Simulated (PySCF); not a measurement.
# RuO(OH)₂: structure of the quintet

Where does quintet RuO(OH)₂ go from a trigonal pyramidal start, is the end point a minimum, and what are its modes, charges and moments?

Computed with PySCF 2.14.0. Level: PBE0, basis Ru def2-TZVP with ECP28, O def2-TZVP, H def2-TZVP, scalar-relativistic core potentials, no spin–orbit coupling, density fitting.

## 1. The system as given

6 atoms, charge 0, spin multiplicity 5.

Bond lengths: Ru1–O2 1.710 Å, Ru1–O3 1.880 Å, Ru1–O4 1.880 Å, O3–H5 0.960 Å, O4–H6 0.960 Å. Angles: O2–Ru1–O3 99.8°, O2–Ru1–O4 99.8°, O3–Ru1–O4 99.8°, Ru1–O3–H5 130.0°, Ru1–O4–H6 130.0°.

```xyz
6
charge 0 multiplicity 5
Ru    0.0000    0.0000    0.0000
O     1.5098    0.0000    0.8028
O    -0.8300    1.4376    0.8826
O    -0.8300   -1.4376    0.8826
H    -0.4655    2.2771    1.1723
H    -1.7393   -1.5417    1.1723
```

## 2. The SCF at the typed geometry

The steps below are one call of a driver around PySCF. For each, scf.py gives the equivalent set-up of the SCF; relaxations use the driver's own optimiser. After this first run the driver tries any further starts and a stability analysis.

scf.py

```python
from pyscf import gto, scf, dft
mol = gto.M(atom='''
Ru     0.000000     0.000000     0.000000
O      1.509800     0.000000     0.802800
O     -0.830000     1.437600     0.882600
O     -0.830000    -1.437600     0.882600
H     -0.465500     2.277100     1.172300
H     -1.739300    -1.541700     1.172300''',
    basis={'Ru': 'def2-TZVP', 'O': 'def2-TZVP', 'H': 'def2-TZVP'},
    ecp={'Ru': 'def2-TZVP'},
    charge=0, spin=4)
mf = dft.UKS(mol, xc='PBE0')
mf.grids.atom_grid = (50, 194)
aux = {'Ru': 'def2-universal-JKFIT', 'O': 'def2-universal-JKFIT', 'H': 'def2-universal-JKFIT'}
mf = mf.density_fit(auxbasis=aux)
mf.conv_tol = 1e-08
mf.diis_space = 10
mf.max_cycle = 60
mf.init_guess = 'minao'
mf.verbose = 4
mf.kernel()
```

The run is started by

```bash
> OMP_NUM_THREADS=4 python axn.py task.json out
```

What it wrote:

```text
init E= -313.68685090484
[... the frontier-level lines of each cycle are left out ...]
cycle= 1 E= -321.23799589556  delta_E= -7.55  |g|= 0.852  |ddm|= 3.14
cycle= 2 E= -320.907191668775  delta_E= 0.331  |g|= 1.29  |ddm|= 1.78
cycle= 3 E= -321.534905680417  delta_E= -0.628  |g|= 0.144  |ddm|= 1.23
cycle= 4 E= -321.536866027193  delta_E= -0.00196  |g|= 0.13  |ddm|= 0.161
cycle= 5 E= -321.543672643358  delta_E= -0.00681  |g|= 0.0206  |ddm|= 0.0838
cycle= 6 E= -321.543880199845  delta_E= -0.000208  |g|= 0.00624  |ddm|= 0.0218
cycle= 7 E= -321.543921736974  delta_E= -4.15e-05  |g|= 0.00772  |ddm|= 0.0146
cycle= 8 E= -321.543951548013  delta_E= -2.98e-05  |g|= 0.00336  |ddm|= 0.0077
cycle= 9 E= -321.543958134514  delta_E= -6.59e-06  |g|= 0.00425  |ddm|= 0.00736
cycle= 10 E= -321.543968139839  delta_E= -1e-05  |g|= 0.000794  |ddm|= 0.00465
cycle= 11 E= -321.543970968511  delta_E= -2.83e-06  |g|= 0.000384  |ddm|= 0.00531
cycle= 12 E= -321.543972091213  delta_E= -1.12e-06  |g|= 0.000233  |ddm|= 0.0037
cycle= 13 E= -321.543972636435  delta_E= -5.45e-07  |g|= 0.000122  |ddm|= 0.00334
cycle= 14 E= -321.543972726752  delta_E= -9.03e-08  |g|= 6.94e-05  |ddm|= 0.0013
cycle= 15 E= -321.5439727497  delta_E= -2.29e-08  |g|= 3.02e-05  |ddm|= 0.000821
cycle= 16 E= -321.543972751411  delta_E= -1.71e-09  |g|= 1.65e-05  |ddm|= 0.000164
Extra cycle  E= -321.543972751045  delta_E= 3.66e-10  |g|= 4.01e-05  |ddm|= 3.51e-05
converged SCF energy = -321.543972751045  <S^2> = 6.019286  2S+1 = 5.0077084
```

This step, with its further starts and checks, needed 12 s of wall time on 4 threads of AMD EPYC 9R45 (Zen 5), shared host.

The starts that the driver tried:

| start | energy (Eh) |
| --- | --- |
| the minimal-basis guess | -321.543973 |
| a thermally smeared density | -321.543973 |
| a smeared PBE density | -321.543973 |

The test of internal stability and the other starts found no lower solution of this spin.

## 3. Relaxation: trigonal pyramidal start, quintet

The program finds C1 symmetry in the start. The walk stops when the largest gradient is under 0.0003 Eh/bohr and the energy has settled too.

Changes to scf.py since step 2:

```diff
@@ -3,6 +3,6 @@
-Ru     0.000000     0.000000     0.000000
-O      1.509800     0.000000     0.802800
-O     -0.830000     1.437600     0.882600
-O     -0.830000    -1.437600     0.882600
-H     -0.465500     2.277100     1.172300
-H     -1.739300    -1.541700     1.172300''',
+Ru     0.030443    -0.004879    -0.285955
+O      1.540243    -0.004879     0.516845
+O     -0.799557     1.432721     0.596645
+O     -0.799557    -1.442479     0.596645
+H     -0.435057     2.272221     0.886345
+H     -1.708857    -1.546579     0.886345''',
@@ -19 +18,0 @@
-mf.init_guess = 'minao'
```

The optimiser's trace:

| step | energy (Eh) | change (kJ/mol) | largest gradient (Eh/bohr) |
| --- | --- | --- | --- |
| 0 | -321.543973 | 0.00 | 0.03501 |
| 1 | -321.556254 | -32.24 | 0.02730 |
| 2 | -321.562952 | -49.83 | 0.03046 |
| 3 | -321.568529 | -64.47 | 0.02272 |
| 4 | -321.574894 | -81.18 | 0.02404 |
| 5 | -321.580196 | -95.11 | 0.02435 |
| 6 | -321.582717 | -101.72 | 0.01736 |
| 7 | -321.584634 | -106.76 | 0.02990 |
| 8 | -321.585998 | -110.34 | 0.01984 |
| 9 | -321.586441 | -111.50 | 0.00813 |
| 10 | -321.586767 | -112.36 | 0.00599 |
| 11 | -321.587074 | -113.16 | 0.00370 |
| 12 | -321.587397 | -114.01 | 0.00286 |
| 13 | -321.587597 | -114.53 | 0.00477 |
| 14 | -321.587641 | -114.65 | 0.00274 |
| 15 | -321.587704 | -114.82 | 0.00277 |
| 16 | -321.587756 | -114.95 | 0.00379 |
| 17 | -321.587822 | -115.13 | 0.00379 |
| 18 | -321.587849 | -115.20 | 0.00202 |
| 19 | -321.587869 | -115.25 | 0.00100 |
| 20 | -321.587879 | -115.28 | 0.00072 |
| 21 | -321.587888 | -115.30 | 0.00046 |
| 22 | -321.587892 | -115.31 | 0.00040 |
| 23 | -321.587895 | -115.32 | 0.00029 |

The walk took 58 s.

Geometry (Å) and forces (eV/Å) at some steps:

```
step 0
Ru   0.030  -0.005  -0.286   1.055   0.580   1.116
O    1.540  -0.005   0.517  -0.243   0.023  -0.824
O   -0.800   1.433   0.597  -0.699   1.050  -0.491
O   -0.800  -1.442   0.597  -0.369  -1.800   0.191
H   -0.435   2.272   0.886   0.306  -0.085   0.137
H   -1.709  -1.547   0.886  -0.050   0.232  -0.129
step 1
Ru   0.035  -0.010  -0.220  -0.711   0.281   0.739
O    1.570   0.017   0.488   0.307   0.168  -0.073
O   -0.848   1.542   0.465   0.882   1.404   0.362
O   -0.816  -1.534   0.587   0.093  -0.912  -0.166
H   -0.392   2.266   0.973  -0.580  -1.169  -0.767
H   -1.722  -1.575   0.905   0.010   0.228  -0.094
step 12
Ru  -0.385   0.075   0.432   0.125   0.011   0.072
O    1.323   0.019   0.444  -0.116   0.041  -0.003
O   -0.725   1.935   0.500   0.079   0.074   0.067
O   -0.726  -1.813   0.496  -0.088   0.010   0.012
H   -0.027   2.582   0.661  -0.074  -0.147  -0.096
H   -1.633  -2.092   0.665   0.074   0.011  -0.052
step 23
Ru  -0.394   0.077   0.537  -0.007  -0.004  -0.002
O    1.307   0.058   0.429   0.007   0.006   0.003
O   -0.728   1.938   0.582  -0.015  -0.004   0.001
O   -0.725  -1.813   0.534   0.008   0.006  -0.006
H    0.005   2.560   0.543   0.015   0.001  -0.002
H   -1.638  -2.114   0.572  -0.008  -0.004   0.005
```

It settles in Cs symmetry, 115.3 kJ/mol below the start, after 23 steps: O–H 0.962 Å (×2), Ru–O 1.706 Å, Ru–O 1.891 Å, Ru–O 1.919 Å; H–O–Ru 118.1°, H–O–Ru 120.1°, O–Ru–O 99.2°, O–Ru–O 100.9°, O–Ru–O 159.9°.

## 4. Is it a minimum? Harmonic modes

The point is checked on the finer grid, and tightened if its gradient asks for it. The Hessian and the dipole derivatives come from central differences of analytic gradients, with steps of 0.02 bohr.

Changes to scf.py since step 3:

```diff
@@ -3,6 +3,6 @@
-Ru     0.030443    -0.004879    -0.285955
-O      1.540243    -0.004879     0.516845
-O     -0.799557     1.432721     0.596645
-O     -0.799557    -1.442479     0.596645
-H     -0.435057     2.272221     0.886345
-H     -1.708857    -1.546579     0.886345''',
+Ru    -0.105404     0.003506     0.006365
+O      1.597197    -0.009540    -0.095846
+O     -0.437745     1.864770     0.052196
+O     -0.434881    -1.886913    -0.000212
+H      0.300637     2.480370     0.016520
+H     -1.346864    -2.190387     0.050214''',
@@ -13 +13 @@
-mf.grids.atom_grid = (50, 194)
+mf.grids.atom_grid = (75, 302)
@@ -16 +16 @@
-mf.conv_tol = 1e-08
+mf.conv_tol = 1e-10
```

This SCF starts from the last density.

Log of the central SCF (cycles and frontier levels):

```text
init E= -321.587882938079
[... the frontier-level lines of each cycle are left out ...]
cycle= 1 E= -321.587882938064  delta_E= 1.48e-11  |g|= 7e-06  |ddm|= 5.21e-06
Extra cycle  E= -321.587882937957  delta_E= 1.07e-10  |g|= 1.83e-05  |ddm|= 1.26e-05
converged SCF energy = -321.587882937957  <S^2> = 6.0148897  2S+1 = 5.0059523
```

The whole step took 2.1 min.

Geometry: Cs; O–H 0.962 Å (×2), Ru–O 1.706 Å, Ru–O 1.891 Å, Ru–O 1.919 Å; H–O–Ru 118.2°, H–O–Ru 119.6°, O–Ru–O 99.4°, O–Ru–O 100.6°, O–Ru–O 160.0°.

Harmonic modes (main isotopes):

```json
{"symmetry": "a''", "ω (cm⁻¹)": "124", "IR (km/mol)": "6.9"}
{"symmetry": "a'", "ω (cm⁻¹)": "191", "IR (km/mol)": "8.8"}
{"symmetry": "a'", "ω (cm⁻¹)": "199", "IR (km/mol)": "10.2"}
{"symmetry": "a''", "ω (cm⁻¹)": "277", "IR (km/mol)": "142"}
{"symmetry": "a''", "ω (cm⁻¹)": "420", "IR (km/mol)": "98.0"}
{"symmetry": "a'", "ω (cm⁻¹)": "637", "IR (km/mol)": "40.5"}
{"symmetry": "a'", "ω (cm⁻¹)": "665", "IR (km/mol)": "135"}
{"symmetry": "a'", "ω (cm⁻¹)": "711", "IR (km/mol)": "242"}
{"symmetry": "a'", "ω (cm⁻¹)": "750", "IR (km/mol)": "31.6"}
{"symmetry": "a'", "ω (cm⁻¹)": "937", "IR (km/mol)": "37.5"}
{"symmetry": "a'", "ω (cm⁻¹)": "3853", "IR (km/mol)": "197"}
{"symmetry": "a'", "ω (cm⁻¹)": "3856", "IR (km/mol)": "19.1"}
```

Every mode is real; the point is a minimum.

Properties at this point:

- Dipole moment: 2.89 D
- Highest occupied level: -7.02 eV
- Lowest empty level: -3.94 eV
- Rotational constants: 0.3374, 0.1362, 0.09702 cm⁻¹
- Zero-point energy: 75.5 kJ/mol
- Principal polarisabilities: 29.9, 46.9, 65.6 bohr³
- Atomisation energy without zero-point energy: 1931 kJ/mol
- Principal traceless quadrupole moments about the centre of mass: -11.67, 2.18, 9.49 D Å
- Entropy at 298.15 K and 1 bar (electronic part: spin only): 338.2 J/(mol K)
- Heat capacity Cp at 298.15 K: 86.0 J/(mol K)
- Enthalpy at 298.15 K above 0 K: 18.01 kJ/mol
- Rotational symmetry number: 1
- Spin squared ⟨S²⟩: 6.015

Charges (e) and bond orders:

| atom | Mulliken | Löwdin | polar tensor | spin (Mulliken) | Mayer order to Ru1 |
| --- | --- | --- | --- | --- | --- |
| Ru1 | 1.20 | 0.67 | 1.53 | 2.80 | – |
| O2 | -0.47 | -0.25 | -0.46 | 0.78 | 1.81 |
| O3 | -0.70 | -0.36 | -0.80 | 0.17 | 0.90 |
| O4 | -0.68 | -0.37 | -0.83 | 0.24 | 0.87 |
| H5 | 0.34 | 0.16 | 0.28 | 0.02 | 0.02 |
| H6 | 0.32 | 0.15 | 0.28 | -0.01 | 0.02 |

Mulliken populations on Ru1 (outside its core potential): s 2.38, p 6.25, d 6.14, f 0.02.

## 5. Outcome

```
                                          quantity                                                                                                                                 value
                                           minimum                                                                                                                           quintet, Cs
                                          geometry  O–H 0.962 Å (×2), Ru–O 1.706 Å, Ru–O 1.891 Å, Ru–O 1.919 Å; H–O–Ru 118.2°, H–O–Ru 119.6°, O–Ru–O 99.4°, O–Ru–O 100.6°, O–Ru–O 160.0°
                                wavenumbers (cm⁻¹)           124 (a''), 191 (a'), 199 (a'), 277 (a''), 420 (a''), 637 (a'), 665 (a'), 711 (a'), 750 (a'), 937 (a'), 3853 (a'), 3856 (a')
                                     dipole moment                                                                                                                                2.89 D
highest occupied, lowest empty level (either spin)                                                                                                                       -7.02, -3.94 eV
                        polar-tensor charge of Ru1                                                                                                                               +1.53 e
                                 zero-point energy                                                                                                                           75.5 kJ/mol
                               entropy at 298.15 K                                                                                                                       338.2 J/(mol K)
         atomisation energy (no zero-point energy)                                                                                                                           1931 kJ/mol
                                              ⟨S²⟩                                                                                                                                 6.015
```

The trigonal pyramidal start (C1) ends in a minimum of Cs symmetry. The strongest infrared band lies at 711 cm⁻¹ (a'). Most of the spin sits on Ru1 (Mulliken spin 2.80, against 4 for the whole molecule). Other starts or spin states, not run here, may lie lower. One determinant may miss the lowest occupation of an open d or f shell.

The search up to here took 3.3 min.
